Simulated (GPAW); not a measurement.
# A workflow on GaH2Cl (SMILES [Cl][GaH2])

Wanted: a structure relaxation (optPBE-vdW/plane waves), then vibrational wavenumbers (optPBE-vdW/plane waves) of GaH2Cl. Input form: an ASE script.

Program for the calculation: GPAW 26.7.0.

4 further runs of the same task are left out: 1 that didn't finish, 3 set aside as unsound or not needed.

### 1 The structure to begin with

The species is GaH2Cl (4 atoms), meant as a singlet with charge 0. As SMILES, `[Cl][GaH2]`. Geometry: a GFN2-xTB relaxation, a rough one for these elements and not checked as a minimum. The run starts from this shape.

Bond lengths: Cl1–Ga2 2.069 Å, Ga2–H3 1.564 Å, Ga2–H4 1.564 Å. Angles: Cl1–Ga2–H3 121.1°, Cl1–Ga2–H4 121.1°, H3–Ga2–H4 117.7°.

### 2 A structure relaxation at optPBE-vdW/plane waves (scalar-relativistic datasets, plane-wave cutoff 340 eV) (run 1)

Contents of clgah2.xyz:

```xyz
4

Cl    -1.717970     0.526190    -0.773610
Ga     0.098870    -0.030390     0.045260
H      0.626830    -1.497690    -0.079960
H      0.992260     1.001880     0.808320
```

Contents of run.py:

```python
from ase.io import read, write
from ase.optimize import GPMin
from gpaw import GPAW, PW

# Structure
atoms = read('clgah2.xyz')
atoms.center(vacuum=5.0)

# DFT calculator
calc = GPAW(mode=PW(340),
            xc={'name': 'optPBE-vdW', 'backend': 'libvdwxc'},
            symmetry='off',
            occupations={'name': 'fermi-dirac', 'width': 0.05},
            maxiter=120,
            txt='clgah2.txt')
atoms.calc = calc

opt = GPMin(atoms, trajectory='clgah2.traj')
converged = opt.run(fmax=0.01, steps=60)
print('Converged:', converged)
print(f'Final energy            {atoms.get_potential_energy():.5f} eV')
print(f'r(H3-Ga1)               {atoms.get_distance(3, 1):.4f} Ang')
print(f'r(H2-Ga1)               {atoms.get_distance(2, 1):.4f} Ang')
write('relaxed.xyz', atoms)
```

On the command line:

```sh
$ OMP_NUM_THREADS=1 python run.py
```

What it wrote:

```text
Step     Time          Energy          fmax
GPMin:    0 hh:mm:ss      -35.977433        2.211627
GPMin:    1 hh:mm:ss      -35.988890        1.226702
GPMin:    2 hh:mm:ss      -36.147990        0.315562
GPMin:    3 hh:mm:ss      -36.159055        0.056582
GPMin:    4 hh:mm:ss      -36.159245        0.006649
Converged: True
Final energy            -36.15924 eV
r(H3-Ga1)               1.5855 Ang
r(H2-Ga1)               1.5851 Ang
```

clgah2.txt, cut to the lines that bear on the results:

```text
[...]
  mode=PW(ecut=340.0),
[...]
Number of symmetries: 1
[...]
  Number of IBZ points: 1
[...]
Cutoff: 340.0 eV
Spin-components: 1 (collinear spins)
Bands:           10
[...]
  Valence electrons: 12.0
[...]
  Grid points: [56 54 50]
  Charge: 0.0  # |e|
[...]
    cutoffs:
[...]
occupation numbers:
  Fermi-Dirac:
[...]
xc functional:
  name: vdW-optPBE with libvdwxc
[...]
|iter     |     time |      energy | eigst |  dens |
[...]
|iter:   1| 00:00:03 |  -37.002676 | -0.00 |       |
[...]
Converged in 10 steps
[...]
dipole moment: (0.203103, -0.062081, 0.092615)  # |e|*Ang
Fermi level: -5.315
[...]
Converged in 7 steps
[...]
|iter:   6| 00:02:24 |  -36.159245c| -7.64c| -4.19c|
Converged in 6 steps
[...]
Energy contributions relative to reference atoms: (reference = -65464.601249)
Energy contributions:
  Kinetic:          20.431497
  Coulomb:         -20.846789
  Zero:              0.008640
  External:          0.000000
  Xc:              -35.752594
  Entropy:          -0.000000
  Spinorbit:         0.000000
  ----------------------------
  Free energy:     -36.159245
  Extrapolated:    -36.159245
dipole moment: (0.398551, -0.122470, 0.180505)  # |e|*Ang
Fermi level: -4.510
Eigenvalues  # (at kpt = [0.000, 0.000, 0.000])
| band index |      eig [eV] | occ [0-2] |
|------------|---------------|-----------|
|          0 |       -19.697 |     2.000 |
|          1 |       -11.608 |     2.000 |
|          2 |        -8.367 |     2.000 |
|          3 |        -8.343 |     2.000 |
|          4 |        -7.607 |     2.000 |
|          5 |        -7.039 |     2.000 |
|          6 |        -2.637 |     0.000 |
|          7 |        -1.389 |     0.000 |
|          8 |        -0.605 |     0.000 |
|          9 |        -0.206 |     0.000 |
Gap: 4.402 eV
Transition (v -> c):
[...]
Forces  # eV/Ang
|        x |        y |        z |
|----------|----------|----------|
| -0.00068 |  0.00144 | -0.00129 |  # Cl   0
|  0.00417 |  0.00359 |  0.00374 |  # Ga   1
|  0.00142 | -0.00337 | -0.00025 |  # H    2
| -0.00280 | -0.00201 | -0.00141 |  # H    3
Force computation time: 0.276  # s
timing:  # [seconds]
  Total:  143.653  # ━━━━━━━━━━━━━━━━━━━━━━━━━━━━━━━━━━━━━━━━━━━━━━━━━━━━━━━━
  Init:     2.919  # ━
  SCF:    124.277  # ━━━━━━━━━━━━━━━━━━━━━━━━━━━━━━━━━━━━━━━━━━━━━━━━╸
  Forces:   2.489  # ━
  Move:    13.717  # ━━━━━╸
```

Wall time 2.4 min (1 thread of Intel Xeon Platinum 8488C (Sapphire Rapids), shared host); peak memory 0.66 GiB.

Step by step:

| step | energy from the first frame kept (eV) | largest force (eV/Å) |
| --- | --- | --- |
| 0 | 0.0000 | 2.2116 |
| 1 | -0.0115 | 1.2267 |
| 2 | -0.1706 | 0.3156 |
| 3 | -0.1816 | 0.0566 |
| 4 | -0.1818 | 0.0066 |

After the run. Bond lengths: Cl1–Ga2 2.194 Å, Ga2–H3 1.585 Å, Ga2–H4 1.586 Å. Angles: Cl1–Ga2–H3 114.5°, Cl1–Ga2–H4 114.6°, H3–Ga2–H4 130.9°.

### 3 The harmonic vibrations at optPBE-vdW/plane waves (scalar-relativistic datasets, plane-wave cutoff 340 eV, shape nonlinear) (run 2)

Contents of relaxed.xyz:

```xyz
4
Lattice="12.71023 0.0 0.0 0.0 12.49957 0.0 0.0 0.0 11.58193" Properties=species:S:1:pos:R:3:magmoms:R:1:forces:R:3 free_energy=-36.159244878469664 energy=-36.159244878469664 dipole="0.39855082740926934 -0.12247030074317716 0.18050478345296284" magmom=0.0 pbc="F F F"
Cl       4.98359963       7.02901725       4.99167455       0.00000000      -0.00067570       0.00143788      -0.00128982
Ga       6.91031828       6.43882552       5.86051775       0.00000000       0.00416611       0.00358774       0.00373828
H        7.29174492       4.91586468       5.64238851       0.00000000       0.00142314      -0.00336750      -0.00024872
H        7.68641541       7.60709391       6.59988070       0.00000000      -0.00279946      -0.00201394      -0.00140704
```

Contents of run.py:

```python
from ase.io import read
from ase.thermochemistry import IdealGasThermo
from ase.vibrations import Vibrations
from gpaw import GPAW, PW

system = read('relaxed.xyz')

calc = GPAW(mode={'name': 'pw', 'ecut': 340},
            xc={'name': 'optPBE-vdW', 'backend': 'libvdwxc'},
            occupations={'name': 'fermi-dirac', 'width': 0.05},
            convergence={'density': 1e-05},
            maxiter=120,
            symmetry='off',
            txt='run.txt')
system.calc = calc

energy = system.get_potential_energy()
vib = Vibrations(system, delta=0.015)
vib.run()
vib.summary()
freqs = vib.get_frequencies()
zpe = vib.get_zero_point_energy()

thermo = IdealGasThermo(vib_energies=vib.get_energies(), potentialenergy=energy, atoms=system, geometry='nonlinear',
                        symmetrynumber=2, spin=0.0, ignore_imag_modes=True)
H = thermo.get_enthalpy(1000.0, verbose=False)
S = thermo.get_entropy(1000.0, 100000.0, verbose=False)
G = thermo.get_gibbs_energy(temperature=1000.0, pressure=100000.0)
```

On the command line:

```sh
$ python run.py > run.log
```

What it wrote:

```text
---------------------
  #    meV     cm^-1
---------------------
  0    2.8i     22.3i
  1    0.7i      6.0i
  2    0.6i      4.6i
  3    0.8       6.3
  4    1.5      12.1
  5    3.1      24.9
  6   49.4     398.1
  7   58.8     474.0
  8   71.3     575.2
  9   85.9     692.8
 10  243.5    1964.2
 11  247.9    1999.5
---------------------
Zero-point energy: 0.381 eV
Enthalpy components at T = 1000.00 K:
===============================
Enthalpy components at T = 1000.00 K:
===============================
E_pot                -36.159 eV
E_ZPE                  0.378 eV
Cv_trans (0->T)        0.129 eV
Cv_rot (0->T)          0.129 eV
Cv_vib (0->T)          0.260 eV
-------------------------------
U                    -35.263 eV
===============================
(C_v -> C_p)           0.086 eV
-------------------------------
H                    -35.176 eV
===============================

Entropy components at T = 1000.00 K and P = 100000.0 Pa:
=================================================
{"":15s}{"S":13s}     {"T*S:13s}
S_trans (1 bar)    0.0019932 eV/K        1.993 eV
S_rot              0.0010732 eV/K        1.073 eV
S_elec             0.0000000 eV/K        0.000 eV
S_vib              0.0004914 eV/K        0.491 eV
S (1 bar -> P)    -0.0000000 eV/K       -0.000 eV
-------------------------------------------------
S                  0.0035578 eV/K        3.558 eV
=================================================

Free energy components at T = 1000.00 K and P = 100000.0 Pa:
=======================
    H        -35.176 eV
 -T*S         -3.558 eV
-----------------------
    G        -38.734 eV
=======================
```

run.txt, cut to the lines that bear on the results:

```text
[...]
  mode=PW(ecut=340),
[...]
Number of symmetries: 1
[...]
  Number of IBZ points: 1
[...]
Cutoff: 340.0 eV
Spin-components: 1 (collinear spins)
Bands:           10
[...]
  Valence electrons: 12.0
[...]
  Grid points: [56 54 50]
  Charge: 0.0  # |e|
[...]
    cutoffs:
[...]
occupation numbers:
  Fermi-Dirac:
[...]
xc functional:
  name: vdW-optPBE with libvdwxc
[...]
|iter     |     time |      energy | eigst |  dens |
[...]
|iter:   1| 00:00:03 |  -37.159294 | -0.06 |       |
[...]
Converged in 11 steps
[...]
dipole moment: (0.398972, -0.122042, 0.180874)  # |e|*Ang
Fermi level: -5.347
[...]
Converged in 9 steps
[...]
|iter:   8| 00:06:38 |  -36.158819c| -8.18c| -5.08c|
Converged in 8 steps
[...]
Energy contributions relative to reference atoms: (reference = -65464.601249)
Energy contributions:
  Kinetic:          20.135139
  Coulomb:         -20.596299
  Zero:              0.008343
  External:          0.000000
  Xc:              -35.706002
  Entropy:          -0.000000
  Spinorbit:         0.000000
  ----------------------------
  Free energy:     -36.158819
  Extrapolated:    -36.158819
dipole moment: (0.397763, -0.122786, 0.177347)  # |e|*Ang
Fermi level: -5.347
Eigenvalues  # (at kpt = [0.000, 0.000, 0.000])
| band index |      eig [eV] | occ [0-2] |
|------------|---------------|-----------|
|          0 |       -19.701 |     2.000 |
|          1 |       -11.600 |     2.000 |
|          2 |        -8.370 |     2.000 |
|          3 |        -8.335 |     2.000 |
|          4 |        -7.611 |     2.000 |
|          5 |        -7.040 |     2.000 |
|          6 |        -2.638 |     0.000 |
|          7 |        -1.405 |     0.000 |
|          8 |        -0.606 |     0.000 |
|          9 |        -0.206 |     0.000 |
Gap: 4.403 eV
Transition (v -> c):
[...]
Forces  # eV/Ang
|        x |        y |        z |
|----------|----------|----------|
|  0.00313 |  0.00477 | -0.00383 |  # Cl   0
|  0.04169 |  0.06968 |  0.06563 |  # Ga   1
|  0.00585 | -0.00336 | -0.00654 |  # H    2
| -0.04994 | -0.07086 | -0.05547 |  # H    3
Force computation time: 0.278  # s
timing:  # [seconds]
  Total:  398.413  # ━━━━━━━━━━━━━━━━━━━━━━━━━━━━━━━━━━━━━━━━━━━━━━━━━━━━━━━━
  Init:     2.901  # ╸
  SCF:    346.877  # ━━━━━━━━━━━━━━━━━━━━━━━━━━━━━━━━━━━━━━━━━━━━━━━━━
  Forces:   6.857  # ━
  Move:    41.120  # ━━━━━━
```

It took 6.7 min on 1 thread of Intel Xeon Platinum 8488C (Sapphire Rapids), shared host; peak memory 0.69 GiB.

### 4 Outcome

```
                                                                                            quantity             value
               run 1, optPBE-vdW/plane waves: energy as printed (from the program's reference atoms)       -36.1592 eV
                                                        run 1, optPBE-vdW/plane waves: dipole moment            2.18 D
                                  run 1, optPBE-vdW/plane waves: HOMO energy (from the vacuum level)          -7.28 eV
                                  run 1, optPBE-vdW/plane waves: LUMO energy (from the vacuum level)          -2.88 eV
                                                        run 1, optPBE-vdW/plane waves: HOMO–LUMO gap           4.40 eV
                                           run 2, optPBE-vdW/plane waves: lowest harmonic wavenumber          398 cm⁻¹
                                          run 2, optPBE-vdW/plane waves: highest harmonic wavenumber         2000 cm⁻¹
                                                    run 2, optPBE-vdW/plane waves: zero-point energy       36.5 kJ/mol
run 2, optPBE-vdW/plane waves: ideal-gas entropy at 1000 K and 100000 Pa (symmetry number 2 as used)  82.0 cal/(mol K)
```

The optimisation (run 1, optPBE-vdW/plane waves) took 4 steps and changed the energy by -0.182 eV. All 6 modes (run 2, optPBE-vdW/plane waves) are real, so the shape is a minimum at this level.
